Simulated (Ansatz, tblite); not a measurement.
**MoNCl3: a ladder of methods and basis sets**

The task here is to estimate one member of a computed series from the others.

Method: as each input shows; program: Ansatz 0.2.0, Gaussian basis.

Levels to be run: GFN1-xTB, GFN2-xTB, PBE-D4/def2-TZVP, r2SCAN-D4/def2-TZVP, BHLYP-D4/def2-TZVP, r2SCANh-D4/def2-TZVP, B2PLYP/def2-TZVP, r2SCAN0-D4/def2-TZVP, LC-ωPBE/def2-TZVP, BLYP-D4/def2-TZVP, CAM-B3LYP-D4/def2-TZVP, PBE-D4/def2-SVP, PBE0-D4/def2-SVP, PBE0-D4/def2-TZVPD, PBE-D4/def2-TZVPD, r2SCAN-D4/def2-TZVPD, CCSD(T)/def2-TZVP, RPA/def2-TZVP.

1 further run of the same task is left out (set aside as unsound or not needed).

### The structure

The singlet was relaxed beforehand with B3LYP-D4/def2-SVP.

5 atoms, charge 0, spin multiplicity 1.

Bond lengths: Mo1–N2 1.624 Å, Mo1–Cl3 2.268 Å, Mo1–Cl4 2.268 Å, Mo1–Cl5 2.268 Å. Angles: N2–Mo1–Cl3 105.6°, N2–Mo1–Cl4 105.6°, N2–Mo1–Cl5 105.6°, Cl3–Mo1–Cl4 113.1°, Cl3–Mo1–Cl5 113.0°, Cl4–Mo1–Cl5 113.0°.

Formally the metal is d0. Mo takes a core potential in the def2 sets. No spin-orbit coupling is included.

PBE0-D4/def2-TZVP was run before; its log isn't repeated, and its numbers join the tables.

Set-up of the first run:

Tight binding, by tblite at 300 K electronic temperature and without a spin-polarisation term:

```python
tblite.interface.Calculator('GFN1-xTB', numbers, positions, charge=0, uhf=0).singlepoint()
```

Tight binding, by tblite at 300 K electronic temperature and without a spin-polarisation term:

```python
tblite.interface.Calculator('GFN2-xTB', numbers, positions, charge=0, uhf=0).singlepoint()
```

start.molden holds the orbitals of an earlier run on this state, given as this run's starting guess.

The input, in.yaml:

```yaml
crystal:
  periodic: [false, false, false]
  atoms:
    - {symbol: Mo, position_ang: [0.000264, -0.000248, 0.041455]}
    - {symbol: N, position_ang: [0.006611, -0.012532, 1.665559]}
    - {symbol: Cl, position_ang: [2.182498, 0.009520, -0.577486]}
    - {symbol: Cl, position_ang: [-1.099415, 1.893339, -0.550406]}
    - {symbol: Cl, position_ang: [-1.089958, -1.890089, -0.579112]}
basis:
  gaussian: {orbitals: def2-TZVP, initial_orbitals: start.molden}
hamiltonian: {xc: pbe, dispersion: d4}
scf: {omitted_lower_state_checks: [starts]}
output: {forces: true, orbitals: {seedname: orbitals}}
```

Command:

```
$ ansatz run in.yaml --threads 4 --pin off --events-out ev --progress --plain --max-ram 3916MiB
```

Among the steps run: PBE-D4/def2-TZVP; r2SCAN-D4/def2-TZVP; BHLYP-D4/def2-TZVP; r2SCANh-D4/def2-TZVP; B2PLYP/def2-TZVP; r2SCAN0-D4/def2-TZVP; LC-ωPBE/def2-TZVP; BLYP-D4/def2-TZVP; CAM-B3LYP-D4/def2-TZVP; PBE-D4/def2-SVP; PBE0-D4/def2-SVP; PBE0-D4/def2-TZVPD; PBE-D4/def2-TZVPD; r2SCAN-D4/def2-TZVPD; CCSD(T)/def2-TZVP; RPA/def2-TZVP.

One of the session's tables, all rows but one given; the rest of the session is left out.

It belongs to the step «Levels side by side». 

| level | HOMO (eV) | LUMO (eV) | gap (eV) |
| --- | --- | --- | --- |
| PBE-D4/def2-SVP | -7.87 | -4.78 | 3.09 |
| PBE-D4/def2-TZVP | ? | ? | ? |
| PBE-D4/def2-TZVPD | -7.97 | -4.88 | 3.09 |
| BLYP-D4/def2-TZVP | -7.77 | -4.71 | 3.05 |
| r2SCAN-D4/def2-TZVP | -8.30 | -4.89 | 3.41 |
| r2SCAN-D4/def2-TZVPD | -8.30 | -4.90 | 3.41 |
| r2SCANh-D4/def2-TZVP | -8.81 | -4.62 | 4.19 |
| PBE0-D4/def2-SVP | -9.34 | -4.18 | 5.16 |
| PBE0-D4/def2-TZVP | -9.35 | -4.18 | 5.16 |
| PBE0-D4/def2-TZVPD | -9.36 | -4.20 | 5.16 |
| r2SCAN0-D4/def2-TZVP | -9.58 | -4.20 | 5.38 |
| BHLYP-D4/def2-TZVP | -10.58 | -3.31 | 7.27 |
| CAM-B3LYP-D4/def2-TZVP | -10.70 | -3.16 | 7.54 |
| LC-ωPBE/def2-TZVP | -12.15 | -2.13 | 10.02 |

Estimate the missing values for PBE-D4/def2-TZVP.

As computed: HOMO (eV): -7.94; LUMO (eV): -4.85; gap (eV): 3.10. In the column «HOMO (eV)» it lies between PBE-D4/def2-TZVPD (-7.97) and PBE-D4/def2-SVP (-7.87).
